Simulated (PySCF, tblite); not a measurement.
# C8H8NS+: geometry, infrared bands and NMR shifts

What infrared bands and NMR shifts should C8H8NS+ (`CCc1c[s+]cc(C#N)c1`) show?

Programs: tblite 0.8.0 and PySCF 2.14.0, with density-fitted response routines of our own. Each step states its level of theory. These are calculated values for one molecule in the gas phase, unless marked as measured. Atoms are numbered from 0 throughout.

**1. Starting geometry**

18 atoms, charge 1, multiplicity 1; geometry from: force field or distance geometry start.

Bonds of the start (Å): C0–C1 1.50, C1–C2 1.53, C2–C3 1.39, C3–S4 1.77, S4–C5 1.77, C5–C6 1.40, C6–C7 1.44, C7–N8 1.15, C6–C9 1.42, C9–C2 1.41, C0–H10 1.09, C0–H11 1.11, C0–H12 1.08, C1–H13 1.10, C1–H14 1.11, C3–H15 1.09, C5–H16 1.09, C9–H17 1.09.

**2. Geometry optimisation with GFN2-xTB**

The job: settings as JSON, then the geometry in Å.

```
{"job": {"kind": "relax", "xc": "GFN2-xTB", "basis": "xTB"}, "charge": 1, "multiplicity": 1}
C     -2.514300     0.421600    -0.514900
C     -1.729800    -0.095500     0.660200
C     -0.282800    -0.421000     0.289900
C      0.011500    -1.699200    -0.172800
S      1.628500    -2.230400    -0.654700
C      2.572000    -0.749200    -0.436300
C      2.035900     0.453300     0.028600
C      2.915900     1.586000     0.175200
N      3.620100     2.492700     0.284300
C      0.671800     0.606800     0.377000
H     -2.086300     1.342900    -0.915100
H     -3.554800     0.641100    -0.208000
H     -2.564000    -0.308800    -1.315500
H     -2.203300    -0.999000     1.071700
H     -1.738100     0.646500     1.483600
H     -0.773600    -2.457200    -0.213100
H      3.635300    -0.808500    -0.677100
H      0.347200     1.584400     0.725200
```

Run with:

```
> OMP_NUM_THREADS=1 python probes_run.py task.json out
```

One launch serves the whole session: the jobs run in the order shown.

**Question.** This job is followed by: GFN2-xTB harmonic vibrations, gas phase; GIAO PBE0/pcSseg-1 NMR shielding, non-relativistic, gas phase. Predict these results of the whole session: strongest single infrared mode (GFN2-xTB); zero-point energy (GFN2-xTB); ¹³C shifts against TMS (PBE0/pcSseg-1); ¹H shifts against TMS (PBE0/pcSseg-1, means over atoms taken as alike); ³³S shifts against CS2 (PBE0/pcSseg-1); ¹⁵N shifts against NH3 (PBE0/pcSseg-1).

As calculated:

```
                                                              quantity                                                     value
                             strongest single infrared mode (GFN2-xTB)                                      1495 cm⁻¹, 45 km/mol
                                          zero-point energy (GFN2-xTB)                                             85.2 kcal/mol
                                ¹³C shifts against TMS (PBE0/pcSseg-1)  168.4, 167.2, 165.5, 163.3, 130.2, 117.0, 38.4, 24.7 ppm
¹H shifts against TMS (PBE0/pcSseg-1, means over atoms taken as alike)                          9.87, 9.65, 9.26, 3.42, 1.67 ppm
                                ³³S shifts against CS2 (PBE0/pcSseg-1)                                                   375 ppm
                                ¹⁵N shifts against NH3 (PBE0/pcSseg-1)                                                 357.1 ppm
```

In words: Relaxing lowered the energy by 0.273 eV in 50 steps; the close pair that moved most is S4–C5, from 1.770 to 1.684 Å. All 48 modes are real, so the xTB geometry is a minimum. The strongest single mode, at 1495 cm⁻¹, is spread over several atoms, C9, C6, C2, C3 among them. GFN2-xTB is a fitted tight-binding method: band positions and strengths are rough. Its intensities can rank the bands wrongly. At PBE0/pcSseg-1: Shielding is most anisotropic at S4 (span 710 ppm, paramagnetic term -926 ppm). NICS(1)zz of -24 ppm above the planar ring from C2 marks a diatropic (aromatic) ring current. By nearest atom (PBE0/pcSseg-1), the HOMO sits on N8 22 %; C3, C5 about 18 % each and the LUMO on S4 26 %; C3, C9 about 20 % each.
